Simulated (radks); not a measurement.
# Rh¹¹⁺ in [Ar] 3d10 4s2 4p4: an all-electron calculation

One table from this session's results is given with a row withheld; the runs are named, their logs left out.

Method: Dirac Kohn-Sham, PBE, spin-unpolarised, spherical densities, finite nucleus; open shells fill j = l - 1/2 first. Code: radks (a radial shooting solver on a logarithmic mesh, Libxc functionals) version 1.

### Starting point

```
element            : rhodium (Z = 45)
charge             : +11
electrons          : 34
configuration      : [Ar] 3d10 4s2 4p4
nuclear rms radius : 4.4945 fm
```

Set-up of the first run:

The run's settings:

```text
Z 45
configuration [Ar] 3d10 4s2 4p4
relativity Dirac
functional pbe,pbe
spin unpolarised
j_filling energy
nucleus finite rms 4.4945 fm
c 137.035999084
```

Launch:

```
python run_ks.py task.json out
```

All runs below come from this command, one after another.

One of the session's tables, all rows but one given; the rest of the session is left out.

It belongs to the step «Radial structure». Radial moments (bohr):

| level | <r> | outermost maximum (interpolated) | 90 % within | nodes |
| --- | --- | --- | --- | --- |
| 1s1/2 | 0.03263 | 0.0212 | 0.0585 | 0 |
| 2s1/2 | 0.1415 | 0.120 | 0.219 | 1 |
| 2p1/2 | 0.1203 | 0.0929 | 0.197 | 0 |
| 2p3/2 | 0.1251 | 0.0970 | 0.203 | 0 |
| 3s1/2 | 0.3888 | 0.351 | 0.573 | 2 |
| 3p1/2 | 0.3810 | 0.337 | 0.574 | 1 |
| 3p3/2 | 0.3915 | 0.347 | 0.589 | 1 |
| 3d3/2 | 0.3646 | 0.288 | 0.578 | 0 |
| 3d5/2 | 0.3679 | 0.291 | 0.583 | 0 |
| 4s1/2 | 0.8998 | 0.846 | 1.28 | 3 |
| 4p1/2 | ? | ? | ? | ? |
| 4p3/2 | 0.9549 | 0.893 | 1.37 | 2 |

Estimate the missing values for 4p1/2.

The run gave: <r>: 0.9361; outermost maximum (interpolated): 0.874; 90 % within: 1.35; nodes: 2. In the column «<r>» it lies between 4s1/2 (0.8998) and 4p3/2 (0.9549).

Caveats from the session: Spin polarisation and multiplet splitting are left out.
